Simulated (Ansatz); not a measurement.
# C3H8BF2N: inputs that go wrong

Aim: try 4 inputs for C3H8BF2N as typed, read how each ends, and find what has to change.

Computed with Ansatz 0.2.0, Gaussian basis. Level: the settings change from run to run.

## 1. The molecule

The geometry comes from an earlier relaxation with PBE0-D4 in a triple-zeta def2 set; it is a stationary point, not always the lowest conformer.

SMILES `CC(C)NB(F)F`, 15 atoms, charge 0, spin multiplicity 1.

Atoms are counted from 1 here; the program's logs count them from 0.

Bond lengths: C1–C2 1.521 Å, C1–H8 1.095 Å, C1–H9 1.091 Å, C1–H10 1.092 Å, C2–C3 1.521 Å, C2–N4 1.453 Å, C2–H11 1.093 Å, C3–H12 1.091 Å, C3–H13 1.092 Å, C3–H14 1.095 Å, N4–B5 1.390 Å, N4–H15 1.008 Å, B5–F6 1.333 Å, B5–F7 1.332 Å. Angles: C2–C1–H8 110.6°, C2–C1–H9 110.9°, C2–C1–H10 110.9°, H8–C1–H9 108.1°, H8–C1–H10 107.7°, H9–C1–H10 108.5°, C1–C2–C3 111.6°, C1–C2–N4 110.8°, C1–C2–H11 108.6°, C3–C2–N4 110.8°, C3–C2–H11 108.6°, N4–C2–H11 106.2°, C2–C3–H12 110.9°, C2–C3–H13 110.9°, C2–C3–H14 110.6°, H12–C3–H13 108.5°, H12–C3–H14 108.1°, H13–C3–H14 107.7° and more.

## 2. Try 1

Input file in.yaml:

```yaml
crystal:
  periodic: [true, true, true]
  atoms:
    - {symbol: C, position_ang: [-0.575051, -1.538081, 0.177748]}
    - {symbol: C, position_ang: [0.203847, -0.233364, 0.239581]}
    - {symbol: C, position_ang: [1.530398, -0.337926, -0.496806]}
    - {symbol: N, position_ang: [-0.590012, 0.867021, -0.279308]}
    - {symbol: B, position_ang: [-1.001592, 1.996895, 0.417968]}
    - {symbol: F, position_ang: [-1.730645, 2.941722, -0.175386]}
    - {symbol: F, position_ang: [-0.688256, 2.183630, 1.699362]}
    - {symbol: H, position_ang: [-0.813614, -1.795582, -0.859169]}
    - {symbol: H, position_ang: [-1.512002, -1.458276, 0.731746]}
    - {symbol: H, position_ang: [0.007587, -2.360589, 0.598658]}
    - {symbol: H, position_ang: [0.405264, 0.002624, 1.288005]}
    - {symbol: H, position_ang: [2.090933, 0.595577, -0.422413]}
    - {symbol: H, position_ang: [2.142643, -1.143589, -0.085402]}
    - {symbol: H, position_ang: [1.366278, -0.552701, -1.557608]}
    - {symbol: H, position_ang: [-0.857579, 0.781738, -1.247677]}
basis:
  gaussian: {orbitals: cc-pVTZ-DK}
hamiltonian: {xc: {name: RPBE}, dispersion: d4}
accuracy: high
```

On the command line:

```
$ ansatz run in.yaml --threads 4 --pin off --events-out ev --progress --plain --max-ram 11315MiB
```

Output:

```text
Error: YAML parse error: error: line 2 column 3: crystal: missing field `lattice` (a structure is typed as `lattice` and `atoms`, a molecule's as `atoms` in Å alone, or read from a run's directory, `checkpoint`)
 --> <input>:2:3
  |
1 | crystal:
2 |   periodic: [true, true, true]
  |   ^ crystal: missing field `lattice` (a structure is typed as `lattice` and `atoms`, a molecule's as `atoms` in Å alone, or read from a run's directory, `checkpoint`)
3 |   atoms:
4 |     - {symbol: C, position_ang: [-0.575051, -1.538081, 0.177748]}
  |
```

Wall time 0.05 s (4 threads of Intel Xeon Platinum 8488C, shared host).

**Diagnosis.** The program refused the input. The molecule is marked periodic without a cell. Cure: set periodic to false, or give a lattice.

## 3. Try 2

Input file in.yaml:

```yaml
crystal:
  periodic: [false, false, false]
  atoms:
    - {symbol: C, position_ang: [-0.575051, -1.538081, 0.177748]}
    - {symbol: C, position_ang: [0.203847, -0.233364, 0.239581]}
    - {symbol: C, position_ang: [1.530398, -0.337926, -0.496806]}
    - {symbol: N, position_ang: [-0.590012, 0.867021, -0.279308]}
    - {symbol: B, position_ang: [-1.001592, 1.996895, 0.417968]}
    - {symbol: F, position_ang: [-1.730645, 2.941722, -0.175386]}
    - {symbol: F, position_ang: [-0.688256, 2.183630, 1.699362]}
    - {symbol: H, position_ang: [-0.813614, -1.795582, -0.859169]}
    - {symbol: H, position_ang: [-1.512002, -1.458276, 0.731746]}
    - {symbol: H, position_ang: [0.007587, -2.360589, 0.598658]}
    - {symbol: H, position_ang: [0.405264, 0.002624, 1.288005]}
    - {symbol: H, position_ang: [2.090933, 0.595577, -0.422413]}
    - {symbol: H, position_ang: [2.142643, -1.143589, -0.085402]}
    - {symbol: H, position_ang: [1.366278, -0.552701, -1.557608]}
    - {symbol: H, position_ang: [-0.857579, 0.781738, -1.247677]}
basis:
  gaussian: {orbitals: def2-TZVP, point_charges: [{charge: 2.00, position_ang: [6.695, -0.452, -0.441]}]}
total_charge: -2
hamiltonian: {xc: {name: r2SCAN0}}
```

Launched as before.

Output, shortened:

```text
Functional definition: r2SCAN0
  name "r2SCAN0"
  cite "Bursch, Neugebauer, Ehlert & Grimme, J. Chem. Phys. 156, 134105 (2022) doi:10.1063/5.0086040"
  cite "Furness, Kaplan, Ning, Perdew & Sun, J. Phys. Chem. Lett. 11, 8208 (2020) doi:10.1021/acs.jpclett.0c02405"
  cite "Furness, Kaplan, Ning, Perdew & Sun, J. Phys. Chem. Lett. 11, 9248 (2020) doi:10.1021/acs.jpclett.0c03077"
  parent r2scan
[...]
1528 factors; their error is unknown
[...]
mean field -10845.68631463 eV, -398.5716205924 hartree, gradient 7.1e-5 eV, S^2 0.000000; 0 other end points of the search recorded, 0 dependent functions left out
reference -10845.68632594 eV, -398.5716210079 hartree; 29, 29 occupied and 236, 236 virtual orbitals, 1528 factors
Total energy: -10845.68632594 eV, -398.5716210079 hartree
```

Run time: 4.1 s. Hardware: 4 threads of Intel Xeon Platinum 8488C, shared host.

**Diagnosis.** It ended without an error, which proves nothing about the input. The charge is far from anything that the molecule holds. It asks for charge -2; the species has 0. Its energy belongs to another ion. To mend it, type the charge that the molecule really has, and remove the point charge.

## 4. Try 3

Input file in.yaml:

```yaml
crystal:
  periodic: [false, false, false]
  atoms:
    - {symbol: C, position_ang: [-0.575051, -1.538081, 0.177748]}
    - {symbol: C, position_ang: [0.203847, -0.233364, 0.239581]}
    - {symbol: C, position_ang: [1.530398, -0.337926, -0.496806]}
    - {symbol: N, position_ang: [-0.590012, 0.867021, -0.279308]}
    - {symbol: B, position_ang: [-1.001592, 1.996895, 0.417968]}
    - {symbol: F, position_ang: [-1.730645, 2.941722, -0.175386]}
    - {symbol: F, position_ang: [-0.688256, 2.183630, 1.699362]}
    - {symbol: H, position_ang: [-0.813614, -1.795582, -0.859169]}
    - {symbol: H, position_ang: [-1.512002, -1.458276, 0.731746]}
    - {symbol: H, position_ang: [0.007587, -2.360589, 0.598658]}
    - {symbol: H, position_ang: [0.405264, 0.002624, 1.288005]}
    - {symbol: H, position_ang: [2.090933, 0.595577, -0.422413]}
    - {symbol: H, position_ang: [2.142643, -1.143589, -0.085402]}
    - {symbol: H, position_ang: [1.366278, -0.552701, -1.557608]}
    - {symbol: H, position_ang: [-0.857579, 0.781738, -1.247677]}
basis:
  gaussian: {orbitals: def2-TZVPP, final_grid: {core_spheres: 1, valence_spheres: 1, degree: 3}}
hamiltonian: {xc: {name: PBE}}
output: {forces: true}
```

The command is unchanged.

Output, shortened:

```text
Functional definition: PBE
  name "PBE"
  cite "Perdew, Burke & Ernzerhof, Phys. Rev. Lett. 77, 3865 (1996) doi:10.1103/PhysRevLett.77.3865"
  parent pbe
[...]
1648 factors; their error is unknown
[...]
a density is far from that of the atoms, so the factors are made again for it
3348 factors; integrals over basis functions are off by at most 1.4e-4 eV
[...]
mean field -11147.82409222 eV, -409.6749791227 hartree, gradient 6.1e-5 eV, S^2 0.000000; 0 other end points of the search recorded, 0 dependent functions left out
[...]
reference -11147.82423290 eV, -409.6749842923 hartree; 28, 28 occupied and 301, 301 virtual orbitals, 3348 factors
Total energy: -11147.82423290 eV, -409.6749842923 hartree
Atom 0 at    -0.575051    -1.538081     0.177748 Å, force   -21.286216    27.049505     9.460762 eV/Å
[...]
Atom 5 at    -1.730645     2.941722    -0.175386 Å, force  -101.926413    96.241314  -160.280757 eV/Å
Atom 6 at    -0.688256     2.183630     1.699362 Å, force   -44.417177    -4.615907  -134.776661 eV/Å
Atom 7 at    -0.813614    -1.795582    -0.859169 Å, force    -0.903938    26.544275    13.114413 eV/Å
Atom 8 at    -1.512002    -1.458276     0.731746 Å, force    -5.702902     8.145800    -3.963013 eV/Å
Atom 9 at     0.007587    -2.360589     0.598658 Å, force    31.876847    26.507307   -15.319629 eV/Å
Atom 10 at     0.405264     0.002624     1.288005 Å, force    18.475476   -50.334519   -20.833797 eV/Å
Atom 11 at     2.090933     0.595577    -0.422413 Å, force    -5.276898     7.207848    -7.678515 eV/Å
Atom 12 at     2.142643    -1.143589    -0.085402 Å, force   -39.737765   -22.390905    14.129841 eV/Å
Atom 13 at     1.366278    -0.552701    -1.557608 Å, force   -11.915735    19.963031    16.166848 eV/Å
Atom 14 at    -0.857579     0.781738    -1.247677 Å, force    13.344592    12.252860    99.678063 eV/Å
Dipole moment:     1.383202    -1.231459     1.789910 e Å
```

Run time: 26 s. Hardware: 4 threads of Intel Xeon Platinum 8488C, shared host; peak memory 1.7 GiB.

What is wrong: The run converged, but a converged run isn't a right one. The integration grid is far too coarse. Its energy carries the error of the grid. Fix: drop final_grid and take the default grid.

## 5. Try 4

Input file in.yaml:

```yaml
crystal:
  periodic: [false, false, false]
  atoms:
    - {symbol: C, position_ang: [-0.575051, -1.538081, 0.177748]}
    - {symbol: C, position_ang: [0.203847, -0.233364, 0.239581]}
    - {symbol: C, position_ang: [1.530398, -0.337926, -0.496806]}
    - {symbol: N, position_ang: [-0.590012, 0.867021, -0.279308]}
    - {symbol: B, position_ang: [-1.001592, 1.996895, 0.417968]}
    - {symbol: F, position_ang: [-1.730645, 2.941722, -0.175386]}
    - {symbol: F, position_ang: [-0.688256, 2.183630, 1.699362]}
    - {symbol: H, position_ang: [-0.813614, -1.795582, -0.859169]}
    - {symbol: H, position_ang: [-1.512002, -1.458276, 0.731746]}
    - {symbol: H, position_ang: [0.007587, -2.360589, 0.598658]}
    - {symbol: H, position_ang: [0.405264, 0.002624, 1.288005]}
    - {symbol: H, position_ang: [2.090933, 0.595577, -0.422413]}
    - {symbol: H, position_ang: [2.142643, -1.143589, -0.085402]}
    - {symbol: H, position_ang: [1.366278, -0.552701, -1.557608]}
    - {symbol: H, position_ang: [-0.857579, 0.781738, -1.247677]}
basis:
  gaussian: {orbitals: def2-SVP}
hamiltonian: {xc: {name: PBE}}
correlation: {method: rpa}
md: {timestep: 0.5 fs, n_steps: 20, ensemble: nvt_nose_hoover, temperature: 700, initial_velocities: maxwell_boltzmann, seed: 443}
```

The command is unchanged.

Output:

```text
Error: forces are implemented only for Hartree–Fock and Kohn–Sham states of molecules, for MP2, coupled cluster and FCI on these and for active spaces without a correction or with SC-NEVPT2: ask for no forces
```

Run time: 0.05 s. Hardware: 4 threads of Intel Xeon Platinum 8488C, shared host.

What is wrong: The program refused the input. The last message tells what the program can't do with this input.

## 6. How the tries ended

```
try              level      ended                                                    cause    time
  1    RPBE/cc-pVTZ-DK    refused           the molecule is marked periodic without a cell  0.05 s
  2  r2SCAN0/def2-TZVP  converged  the charge is far from anything that the molecule holds   4.1 s
  3     PBE/def2-TZVPP  converged                   the integration grid is far too coarse    26 s
  4       RPA/def2-SVP    refused                                          see the message  0.05 s
```

2 refused, 2 converged. A refusal costs next to no computing time. The dangerous case is the input that converges on a wrong geometry, charge, spin, basis or grid: often only a look at the input shows it.
